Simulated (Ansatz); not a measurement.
# C₂H₈AlFSi: small, medium and large basis sets

An exercise on one series of results from a longer session: the logs are not shown, and one member is left open.

Method: one geometry, several basis sets; program: Ansatz 0.2.0, Gaussian basis.

Plan: PBE0-D4/def2-SVP; ωB97M-V/def2-SVP; PBE0-D4/def2-QZVPP; ωB97M-V/def2-QZVPP; the functionals' def2-TZVPP values are taken from earlier runs.

### The geometry

All runs share one geometry, relaxed beforehand with PBE0-D4 in a triple-zeta def2 set.

SMILES `C[CH]([SiH3])[AlH][F]`, 13 atoms, charge 0, spin multiplicity 1.

Atoms are counted from 1 here; the program's logs count them from 0.

Bond lengths: C1–C2 1.538 Å, C1–H6 1.093 Å, C1–H7 1.095 Å, C1–H8 1.093 Å, C2–Si3 1.873 Å, C2–Al4 1.945 Å, C2–H9 1.101 Å, Si3–H10 1.490 Å, Si3–H11 1.491 Å, Si3–H12 1.491 Å, Al4–F5 1.653 Å, Al4–H13 1.578 Å. Angles: C2–C1–H6 111.3°, C2–C1–H7 111.8°, C2–C1–H8 112.2°, H6–C1–H7 107.2°, H6–C1–H8 106.7°, H7–C1–H8 107.2°, C1–C2–Si3 111.3°, C1–C2–Al4 114.6°, C1–C2–H9 110.7°, Si3–C2–Al4 110.2°, Si3–C2–H9 104.6°, Al4–C2–H9 104.9°, C2–Si3–H10 111.4°, C2–Si3–H11 110.7°, C2–Si3–H12 110.2°, H10–Si3–H11 108.7°, H10–Si3–H12 107.9°, H11–Si3–H12 107.9° and more.

The first run:

Contents of in.yaml:

```yaml
crystal:
  periodic: [false, false, false]
  atoms:
    - {symbol: C, position_ang: [-1.461823, 0.204315, 0.492834]}
    - {symbol: C, position_ang: [0.045015, 0.401340, 0.258789]}
    - {symbol: Si, position_ang: [0.998613, -1.170131, 0.615984]}
    - {symbol: Al, position_ang: [0.508473, 1.082507, -1.502911]}
    - {symbol: F, position_ang: [-0.623240, 0.950140, -2.700752]}
    - {symbol: H, position_ang: [-1.881629, -0.518178, -0.211333]}
    - {symbol: H, position_ang: [-1.672584, -0.165783, 1.501563]}
    - {symbol: H, position_ang: [-2.024842, 1.132339, 0.364961]}
    - {symbol: H, position_ang: [0.454917, 1.140365, 0.964725]}
    - {symbol: H, position_ang: [0.757523, -1.648443, 2.006164]}
    - {symbol: H, position_ang: [2.461811, -0.951961, 0.433861]}
    - {symbol: H, position_ang: [0.577580, -2.250861, -0.320446]}
    - {symbol: H, position_ang: [1.880585, 1.759751, -1.888840]}
basis:
  gaussian: {orbitals: def2-SVP}
hamiltonian: {xc: pbe0, dispersion: d4}
output: {orbitals: {seedname: orbitals}}
```

The run is started by

```
$ ansatz run in.yaml --threads 4 --pin off --events-out ev --progress --plain --max-ram 10444MiB
```

Among the steps run: PBE0-D4 in def2-SVP; ωB97M-V in def2-SVP; PBE0-D4 in def2-QZVPP; ωB97M-V in def2-QZVPP.

One table of the session follows, with a row left open; its other results are not shown here.

It belongs to the step «Functionals by basis». 

```
functional       basis  HOMO (eV)
   PBE0-D4    def2-SVP      -7.81
   PBE0-D4  def2-TZVPP      -7.82
   PBE0-D4  def2-QZVPP      -7.82
   ωB97M-V    def2-SVP          ?
   ωB97M-V  def2-TZVPP      -9.99
   ωB97M-V  def2-QZVPP      -9.99
```

**Question.** Estimate the row for ωB97M-V, def2-SVP.

**Answer.** HOMO (eV): -9.94. In the column «HOMO (eV)» it lies between ωB97M-V, def2-QZVPP (-9.99) and PBE0-D4, def2-TZVPP (-7.82).
